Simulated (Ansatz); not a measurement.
# FHInS− (SMILES [F][InH][S-]): one structure at several levels

The task here is to estimate one member of a computed series from the others.

The runs use Ansatz 0.2.0, Gaussian basis; single points in def2-TZVPPD.

Correlated methods freeze the cores. Filled d shells of the heavier atoms are correlated. Core potentials replace the inner electrons past krypton, and spin-orbit coupling is left out.

### The system as given

SMILES `[F][InH][S-]`, 4 atoms, charge -1, spin multiplicity 1.

Atoms are counted from 1 here; the program's logs count them from 0.

Bond lengths: F1–In2 2.122 Å, In2–S3 2.326 Å, In2–H4 1.776 Å. Angles: F1–In2–S3 121.9°, F1–In2–H4 102.0°, S3–In2–H4 136.0°.

Coordinates:

```xyz
4
charge -1, multiplicity 1
F    -1.7299    0.0276    0.9332
In    0.1261    0.0765   -0.0948
S     1.8050   -1.4780    0.3229
H    -0.1122    1.4288   -1.2206
```

Set-up of the first run:

File run/in.yaml:

```yaml
crystal:
  periodic: [false, false, false]
  atoms:
    - {symbol: F, position_ang: [-1.729900, 0.027600, 0.933200]}
    - {symbol: In, position_ang: [0.126100, 0.076500, -0.094800]}
    - {symbol: S, position_ang: [1.805000, -1.478000, 0.322900]}
    - {symbol: H, position_ang: [-0.112200, 1.428800, -1.220600]}
basis:
  gaussian: {orbitals: "def2-TZVPPD.json"}
total_charge: -1
correlation: {method: ccsd_t}
output: {forces: true}
```

The basis file named in the input lies beside it (Basis Set Exchange, JSON).

No record of the launch command was kept for these runs.

Steps of the session up to this table: CCSD(T)/def2-TZVPPD; PBE0-D4/def2-TZVPPD; wB97M-V/def2-TZVPPD; r2SCAN-D4/def2-TZVPPD; PBE-D4/def2-TZVPPD; r2SCANh-D4/def2-TZVPPD; BLYP-D4/def2-TZVPPD.

One of the session's tables, all rows but one given; the rest of the session is left out.

```
    method  RMS force component (eV/Å)  angle to CCSD(T) forces (°)
   CCSD(T)                       0.459                    reference
   PBE0-D4                       0.465                         10.4
   wB97M-V                       0.490                         11.0
 r2SCAN-D4                           ?                            ?
    PBE-D4                       0.287                         13.4
r2SCANh-D4                       0.488                          8.1
   BLYP-D4                       0.172                         12.9
```

Estimate the missing values for r2SCAN-D4.

**Answer.** RMS force component (eV/Å): 0.442; angle to CCSD(T) forces (°): 8.1. In the column «RMS force component (eV/Å)» it lies between PBE-D4 (0.287) and CCSD(T) (0.459).
